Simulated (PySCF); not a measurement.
# A diatomic session: GeN

An exercise on one series of results from a longer session: the logs are not shown, and one member is left open.

Computed with PySCF 2.14.0. Level: Ge aug-cc-pVDZ-PP with ECP10, N aug-cc-pVDZ, scalar-relativistic core potentials.

1 further run of the same task is left out (it didn't finish).

Set-up of the first run:

A driver script around PySCF takes these settings:

```yaml
atoms: Ge, N
charge: 0
basis: Ge aug-cc-pVDZ-PP with ECP10, N aug-cc-pVDZ
Hamiltonian: scalar-relativistic core potentials
basis_functions: 55
electrons_treated: 29
masses_in_u: 73.9212, 14.0031
levels: PBE0, PBE, r²SCAN, TPSSh, TPSS, LDA, HSE06, HF, MP2, SCS-MP2
grid: 80 radial by 434 angular points
occupations: held fixed by the projection of orbital angular momentum
dissociation_limit: Ge + N, each in its ground configuration
starting_distance_in_angstrom: 1.815
values_of_2S_to_try: 1, 3, 5
```

Run with:

```
> OMP_NUM_THREADS=1 python dia.py task.json out
```

Among the steps run: Set-up; PBE0 along the bond; Excited determinants; PBE (GGA); r²SCAN; TPSSh (hybrid meta-GGA); TPSS (meta-GGA); LDA (local density); HSE06; ROHF (mean field).

One table of the session follows, with a row left open; its other results are not shown here.

It belongs to the step «The curves together». Energy (eV) from each level's lowest point:

| R (Å) | ROHF | ROHF-MP2 | ROHF-SCS-MP2 | LDA | PBE |
| --- | --- | --- | --- | --- | --- |
| 1.508 | 1.190 | 1.604 | 1.593 | 1.421 | 1.620 |
| 1.579 | 0.452 | 0.759 | 0.750 | 0.643 | 0.774 |
| 1.649 | 0.090 | 0.272 | 0.267 | 0.209 | 0.282 |
| 1.701 | 0.000 | 0.080 | 0.078 | 0.051 | 0.086 |
| 1.754 | 0.027 | 0.000 | 0.000 | 0.000 | 0.000 |
| 1.807 | 0.143 | 0.005 | 0.008 | 0.032 | 0.000 |
| 1.877 | 0.402 | 0.111 | 0.116 | 0.170 | 0.101 |
| 1.964 | ? | ? | ? | ? | ? |
| 2.070 | 1.453 | 0.721 | 0.727 | 0.870 | 0.712 |
| 2.210 | 2.341 | 1.270 | 1.277 | 1.480 | 1.251 |

**Question.** Estimate the row for R (Å) = 1.964.

Worked estimate for «ROHF». A straight line through the neighbours (1.877, 0.402) and (2.070, 1.453) gives 0.402 + (1.453 − 0.402) × (1.964 − 1.877) / (2.070 − 1.877) = 0.876; a parabola fitted to 4 rows on both sides gives 0.847.

As computed: ROHF: 0.837; ROHF-MP2: 0.350; ROHF-SCS-MP2: 0.356; LDA: 0.448; PBE: 0.337. In «ROHF» the line misses by +0.039 and the parabola by +0.010.

Caveats from the session: At some levels the lowest empty orbital lies below the highest filled one (the two can be of opposite spin).
